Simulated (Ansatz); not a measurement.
# Ge: the cost of one run

Method: DFT r2SCAN, spin-orbit coupling, plane waves, PAW, in Ansatz 0.2.0.

**1. The starting structure**

It takes space group I4_1/amd (No. 141, tetragonal). The conventional cell has a = 3.976 Å, b = 3.976 Å, c = 5.685 Å, α = 90.00°, β = 90.00°, γ = 90.00°. Ge (site symmetry -4m2) has 4 Ge at 2.44 Å as nearest neighbours.

Structure file:

```cif
data_structure
_symmetry_space_group_name_H-M 'P 1'
_symmetry_Int_Tables_number 1
_cell_length_a 3.9977
_cell_length_b 3.9977
_cell_length_c 3.9756
_cell_angle_alpha 60.183
_cell_angle_beta 60.183
_cell_angle_gamma 59.634
_cell_volume 44.92
loop_
_atom_site_label
_atom_site_type_symbol
_atom_site_fract_x
_atom_site_fract_y
_atom_site_fract_z
_atom_site_occupancy
Ge1 Ge 0.00000 0.00000 0.00000 1
Ge2 Ge 0.25000 0.25000 0.25000 1
```

**2. Single point: Ge**

File input.yaml:

```yaml
crystal:
  lattice:
    - [0.0, 2.8111773, 2.842367025]
    - [2.8111773, 0.0, 2.842367025]
    - [2.8111773, 2.8111773, 0.0]
  atoms:
    - { symbol: Ge, position: [0.0, 0.0, 0.0] }
    - { symbol: Ge, position: [0.25, 0.25, 0.25] }
scf:
  occupations: { method: gaussian, width: 0.01 }
  n_extra_bands: 8
output:
  eigenvalues: true
  eigenstates:
    kpoints:
      - [0, 0, 0]
      - [0, 0.004, 0.004]
      - [0, 0.006, 0.006]
      - [0, 0.008, 0.008]
      - [0, 0.012, 0.012]
      - [0.002828, 0.002828, 0.005657]
      - [0.004243, 0.004243, 0.008485]
      - [0.005657, 0.005657, 0.011314]
      - [0.008485, 0.008485, 0.016971]
      - [0.004, 0.004, 0]
      - [0.006, 0.006, 0]
      - [0.008, 0.008, 0]
      - [0.012, 0.012, 0]
    e_range: [-1.5, 2]
  write_density: true
  write_potential: true
  elf: true
  volumetric_format: npy
hamiltonian:
  xc: r2scan
  pseudopotentials: { kind: paw_fr }
kpoints:
  mp_grid: { grid: [10, 10, 10] }
magnetization:
  noncollinear: true
  spin_orbit: true
```

The run is started by

```sh
$ ansatz run input.yaml --threads 8 --pin off --max-ram 16384MiB --backend cpu --events-out ev --progress --plain --runs-dir out
```

**Question.** How long does this run take on 8 threads of Intel Xeon Platinum 8259CL at 2.50GHz (Skylake/Cascade Lake), shared host, and how much memory does it need?

About 12 s, with a peak of 0.98 GiB.
